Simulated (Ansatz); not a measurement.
# AsBH4O2: the cost of one run

Program: Ansatz 0.2.0. Level of theory: RKS BHLYP/def2-SVP. These are calculated values, not measurements.

### 1 The system as given

Bond lengths: B1–O2 1.398 Å, O2–As3 1.847 Å, As3–O4 1.918 Å, B1–H5 1.177 Å, B1–H6 1.239 Å, As3–H7 1.527 Å, O4–H8 0.986 Å. Angles: B1–O2–As3 104.4°, O2–B1–H5 124.3°, O2–B1–H6 121.5°, H5–B1–H6 114.1°, O2–As3–O4 89.8°, O2–As3–H7 92.3°, O4–As3–H7 92.9°, As3–O4–H8 103.4°.

Structure file:

```xyz
8

B    -0.2187    1.6027   -0.0075
O     0.5584    0.4519   -0.1668
As   -0.4236   -0.8806    0.6516
O     1.0877   -2.0559    0.5357
H    -0.1215    2.3497    0.8971
H    -1.0593    1.9390   -0.8529
H    -0.9965   -1.3604   -0.6800
H     1.2657   -2.1035   -0.4331
```

### 2 End point A

File input.yaml:

```yaml
crystal:
  periodic: [false, false, false]
  atoms:
    - { symbol: B, position_ang: [-0.2187, 1.6027, -0.0075] }
    - { symbol: O, position_ang: [0.5584, 0.4519, -0.1668] }
    - { symbol: As, position_ang: [-0.4236, -0.8806, 0.6516] }
    - { symbol: O, position_ang: [1.0877, -2.0559, 0.5357] }
    - { symbol: H, position_ang: [-0.1215, 2.3497, 0.8971] }
    - { symbol: H, position_ang: [-1.0593, 1.939, -0.8529] }
    - { symbol: H, position_ang: [-0.9965, -1.3604, -0.68] }
    - { symbol: H, position_ang: [1.2657, -2.1035, -0.4331] }
basis:
  gaussian: { orbitals: def2-SVP }
hamiltonian:
  xc: { name: BHLYP }
relax:
  f_tol: 0.015
  max_steps: 40
```

Launch:

```bash
$ ansatz run input.yaml --threads 2 --pin off --max-ram 3072MiB --backend cpu --events-out ev --progress --plain --runs-dir out
```

Q: Estimate wall time and peak memory on 2 threads of Arm Neoverse N1, shared host.

About 69 s, with a peak of 0.2 GiB.
